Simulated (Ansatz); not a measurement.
# BH₂IO (SMILES OBI): one structure at several levels

The task here is to estimate one member of a computed series from the others.

Method: single points in def2-TZVPP; program: Ansatz 0.2.0, Gaussian basis.

Cores are frozen in the correlated methods. Filled d shells of the heavier atoms are correlated. Core potentials replace the inner electrons past krypton, and spin-orbit coupling is left out.

## The starting structure

SMILES `OBI`, 5 atoms, charge 0, spin multiplicity 1.

Atoms are counted from 1 here; the program's logs count them from 0.

Bond lengths: O1–B2 1.300 Å, O1–H4 1.003 Å, B2–I3 2.163 Å, B2–H5 1.143 Å. Angles: B2–O1–H4 119.6°, O1–B2–I3 120.8°, O1–B2–H5 126.1°, I3–B2–H5 113.1°.

As a file:

```xyz
5
charge 0, multiplicity 1
O    -0.5374   -0.8859   -0.3078
B     0.4118   -0.0980    0.1026
I     0.0817    2.0316    0.2888
H    -1.4131   -0.4948   -0.5999
H     1.4664   -0.4166    0.4057
```

Set-up of the first run:

The input, run/in.yaml:

```yaml
crystal:
  periodic: [false, false, false]
  atoms:
    - {symbol: O, position_ang: [-0.537400, -0.885900, -0.307800]}
    - {symbol: B, position_ang: [0.411800, -0.098000, 0.102600]}
    - {symbol: I, position_ang: [0.081700, 2.031600, 0.288800]}
    - {symbol: H, position_ang: [-1.413100, -0.494800, -0.599900]}
    - {symbol: H, position_ang: [1.466400, -0.416600, 0.405700]}
basis:
  gaussian: {orbitals: def2-TZVPP}
correlation: {method: ccsd_t}
output: {forces: true}
```

No record of the launch command was kept for these runs.

Steps of the session up to this table: CCSD(T)/def2-TZVPP; PBE0-D4/def2-TZVPP; wB97M-V/def2-TZVPP; r2SCAN-D4/def2-TZVPP; PBE-D4/def2-TZVPP; BHLYP-D4/def2-TZVPP; LC-wPBE/def2-TZVPP.

One of the session's tables, all rows but one given; the rest of the session is left out.

```
   method  RMS force component (eV/Å)  angle to CCSD(T) forces (°)  dipole (D)
  CCSD(T)                       1.212                    reference        1.48
  PBE0-D4                       1.090                          8.4        1.49
  wB97M-V                       1.092                          5.0        1.54
r2SCAN-D4                       1.074                          5.5        1.54
   PBE-D4                           ?                            ?           ?
 BHLYP-D4                       1.105                         17.4        1.44
  LC-wPBE                       1.127                          7.7        1.53
```

Estimate the missing values for PBE-D4.

**Answer.** RMS force component (eV/Å): 1.079; angle to CCSD(T) forces (°): 8.2; dipole (D): 1.49. In the column «RMS force component (eV/Å)» it lies between r2SCAN-D4 (1.074) and PBE0-D4 (1.090).
